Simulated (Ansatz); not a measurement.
This was printed by a script on the Python package of Ansatz (0.2.0), for a geometry optimisation of C₃H₈SSi, SMILES C[SiH2]C(C)=S. What did the script look like? Settings: PBE0, def2-SVP basis, multiplicity 1.

```xyz
13

C    -1.0820    1.0351    1.3913
Si   -0.2914    0.9255   -0.2635
C     0.9960   -0.4102   -0.2958
C     0.8405   -1.6746   -1.0382
S     2.4336   -0.1621    0.5712
H    -1.5826    0.1453    1.6779
H    -0.3998    1.3805    2.1663
H    -1.8869    1.8481    1.3363
H    -1.3169    0.6215   -1.2407
H     0.2738    2.2499   -0.6360
H     0.0336   -2.2927   -0.4591
H     1.6993   -2.2638   -1.1557
H     0.3034   -1.4372   -2.0391
```

Running `python c3h8ssi_opt.py` prints:
```text
reference energy    -21934.893828 eV
total energy        -21934.893828 eV
occupied (up, down): [28, 28]  virtual: [90, 90]  frozen: 0
final positions (A) and the move of each atom
C    -0.92404    1.42339    1.49107    0.4309
Si   -0.63870    0.58879   -0.15529    0.4957
C     0.72328   -0.74608   -0.06128    0.4921
C     1.05405   -1.49910   -1.31016    0.3878
S     1.47738   -1.02278    1.35649    1.5073
H    -1.22539    0.68514    2.24894    0.8632
H     0.00016    1.90563    1.84246    0.7353
H    -1.71269    2.18695    1.40596    0.3873
H    -1.88265   -0.08316   -0.65604    1.0763
H    -0.22109    1.57279   -1.20745    1.0149
H     0.15344   -2.00974   -1.69503    1.2736
H     1.84953   -2.23863   -1.14073    0.1531
H     1.36733   -0.79791   -2.10403    1.2429
dipole moment 1.546 D
Mulliken: [('C', -0.343), ('Si', 0.499), ('C', -0.385), ('C', 0.006), ('S', -0.093), ('H', 0.086), ('H', 0.086), ('H', 0.078), ('H', -0.069), ('H', -0.069), ('H', 0.073), ('H', 0.058), ('H', 0.073)]
```

The script that was run (others could print the same):

`c3h8ssi_opt.py`:
```python
# -*- coding: utf-8 -*-
"""Minimum-energy structure of C3H8SSi."""

import ansatz as az
from ase import Atoms
import numpy as np

atoms = Atoms(["C", "Si", "C", "C", "S", "H", "H", "H", "H", "H", "H", "H", "H"], positions=[
    [-1.082, 1.0351, 1.3913],
    [-0.2914, 0.9255, -0.2635],
    [0.996, -0.4102, -0.2958],
    [0.8405, -1.6746, -1.0382],
    [2.4336, -0.1621, 0.5712],
    [-1.5826, 0.1453, 1.6779],
    [-0.3998, 1.3805, 2.1663],
    [-1.8869, 1.8481, 1.3363],
    [-1.3169, 0.6215, -1.2407],
    [0.2738, 2.2499, -0.636],
    [0.0336, -2.2927, -0.4591],
    [1.6993, -2.2638, -1.1557],
    [0.3034, -1.4372, -2.0391],
])
system = az.Crystal.molecule_from_ase(atoms)

setup = system.calculation().basis(gaussian="def2-SVP").functional("PBE0")
symbols = [site.symbol for site in system.cartesian_sites]
start = np.array([site.position_ang for site in system.cartesian_sites], dtype=float)
report = setup.relax(force_tolerance=0.005).run(threads=1).report
end = np.array(report["positions_ang"])

print("reference energy %16.6f eV" % report["reference_energy_ev"])
print("total energy     %16.6f eV" % report["free_energy_ev"])
print("occupied (up, down):", report["n_occupied"], " virtual:", report["n_virtual"], " frozen:", report["n_frozen"])

print("final positions (A) and the move of each atom")
for symbol, xyz, old in zip(symbols, end, start):
    print(f"{symbol:2s} {xyz[0]:10.5f} {xyz[1]:10.5f} {xyz[2]:10.5f}   {np.linalg.norm(xyz - old):7.4f}")

charges = report["charge_distribution"]
print("dipole moment", round(4.803205 * float(np.linalg.norm(charges["dipole_moment_e_ang"])), 3), "D")
print("Mulliken:", [(s, round(q, 3)) for s, q in zip(symbols, charges["mulliken_charges_e"])])
with open("c3h8ssi_opt.xyz", "w") as handle:
    handle.write(f"{len(symbols)}\nrelaxed C3H8SSi\n")
    handle.writelines(f"{s:2s} {x:11.6f} {y:11.6f} {z:11.6f}\n" for s, (x, y, z) in zip(symbols, end))
```

These settings explore the input space; basis and method may be short of convergence. The end point is the stationary point reached from this start; no frequency run checks that it is a minimum, and the basis set is modest. Run time: 3.5 min on 1 thread of Intel(R) Xeon(R) Platinum 8488C (Sapphire Rapids), with other jobs on the host, peak memory 0.36 GiB.

(A comment or docstring line of the script was reworded after the run, the code is as it ran; lines on the test bed's own set-up are left out of the output.)
